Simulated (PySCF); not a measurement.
# BH2Br− (SMILES [BH2-]Br) at UM06-2X/STO-3G

Aim: the vertical doublet–quartet gap of BH2Br− at UM06-2X/STO-3G, from 2 runs. Input form: a Python script.

The results are computed with PySCF 2.14.0.

7 further runs of the same task are left out: 7 set aside as unsound or not needed.

## (1) The structure to begin with

BH2Br−: 4 atoms, total charge -1, spin state doublet. As SMILES, `[BH2-]Br`. The coordinates come from a GFN2-xTB relaxation.

Bond lengths: B1–Br2 2.076 Å, B1–H3 1.213 Å, B1–H4 1.213 Å. Angles: Br2–B1–H3 109.1°, Br2–B1–H4 109.1°, H3–B1–H4 115.9°.

## (2) A single-point energy at UM06-2X/STO-3G

calc.py

```python
# [BH2-]Br
from pyscf import gto, dft

mol = gto.Mole()
mol.atom = '''
B   -0.380570   0.148840   0.001750
Br   1.540060   0.580870   0.661540
H   -0.770230  -0.861690   0.547550
H   -0.389260   0.131980  -1.210840
'''
mol.max_memory = 1860
mol.charge = -1
mol.basis = 'sto-3g'
mol.verbose = 3
mol.spin = 1
mol.build()

ks = dft.UKS(mol, xc='m06-2x')
ks.grids.level = 5
ks.conv_tol = 1e-10
ks.kernel()
if not ks.converged:
    ks = ks.newton().run(ks.mo_coeff, ks.mo_occ)

e_final = ks.e_tot
print(f'total energy: {e_final:.8f} hartree')
```

Launch:

```bash
$ OMP_NUM_THREADS=1 python calc.py
```

The log of the run:

```text
WARN: HOMO -0.132070276051334 >= LUMO -0.132070276051333

converged SCF energy = -2571.6371742232  <S^2> = 0.75330929  2S+1 = 2.0033066
total energy: -2571.63717422 hartree
```

It took 6 s on 1 thread of Arm Neoverse V2, shared host; peak memory 0.24 GiB.

## (3) The quartet at the same level

job.py

```python
from pyscf import gto, dft

mol = gto.M(
    atom='''
B   -0.380570   0.148840   0.001750
Br   1.540060   0.580870   0.661540
H   -0.770230  -0.861690   0.547550
H   -0.389260   0.131980  -1.210840
''',
    basis='sto-3g',
    charge=-1,
    spin=3,
    max_memory=1860,
    verbose=3,
)

mf = dft.UKS(mol)
mf.xc = 'm06-2x'
mf.grids.level = 5
mf.conv_tol = 1e-10
mf.kernel()
if not mf.converged:
    mf = mf.newton().run(mf.mo_coeff, mf.mo_occ)

etot = mf.e_tot
print('E(%s) = %.9f' % ('M06-2X', etot))
```

Launch:

```bash
$ OMP_NUM_THREADS=1 python job.py
```

The log of the run:

```text
WARN: HOMO 0.0302032346964702 >= LUMO -0.418187626603878

WARN: HOMO 0.484233224769807 >= LUMO 0.204445308046712

WARN: HOMO 0.463330312275781 >= LUMO 0.192325994973804

WARN: HOMO 0.448093271845646 >= LUMO 0.206583675635651

WARN: HOMO 0.451595849230957 >= LUMO 0.205248187409078

WARN: HOMO 0.451552927293285 >= LUMO 0.203523630858109

WARN: HOMO 0.451623516296134 >= LUMO 0.203797607707069

WARN: HOMO 0.451629336017012 >= LUMO 0.203824280516585

WARN: HOMO 0.451626695330826 >= LUMO 0.203820406861091

WARN: HOMO 0.451626577461749 >= LUMO 0.203819289790687

WARN: HOMO 0.451626762712388 >= LUMO 0.203819285573088

WARN: HOMO 0.451626858149763 >= LUMO 0.203819145186633

WARN: HOMO 0.451626652139753 >= LUMO 0.203819246557105

WARN: HOMO 0.451626681144637 >= LUMO 0.20381923297571

converged SCF energy = -2571.24266131504  <S^2> = 3.7504696  2S+1 = 4.0002348
E(M06-2X) = -2571.242661315
```

Wall time 8.1 s (1 thread of Arm Neoverse V2, shared host); peak memory 0.24 GiB.

## (4) Results

At UM06-2X/STO-3G:

| quantity | value |
| --- | --- |
| doublet: total energy | -2571.63717 Eh |
| doublet: HOMO energy (highest over α and β) | 4.76 eV |
| doublet: LUMO energy (lowest over α and β) | 13.77 eV |
| doublet: ⟨S²⟩ | 0.753 |
| quartet: total energy | -2571.24266 Eh |
| quartet: HOMO energy (highest over α and β) | 12.29 eV |
| quartet: ⟨S²⟩ | 3.750 |
| vertical energy of the quartet above the doublet | 10.735 eV |

What this shows: At this shape the quartet lies 10.74 eV (1036 kJ/mol) above the doublet. For an anion a state so high probably lies above electron detachment. In a minimal basis such a difference can be off by several eV, whatever the method. The HOMO (doublet) lies at positive energy, 4.76 eV; only total energies tell whether the electron is bound. Mulliken charges (quartet) run from -0.47 on B1 to -0.17 on H4. The HOMO (quartet) lies at positive energy, 12.29 eV; only total energies tell whether the electron is bound.
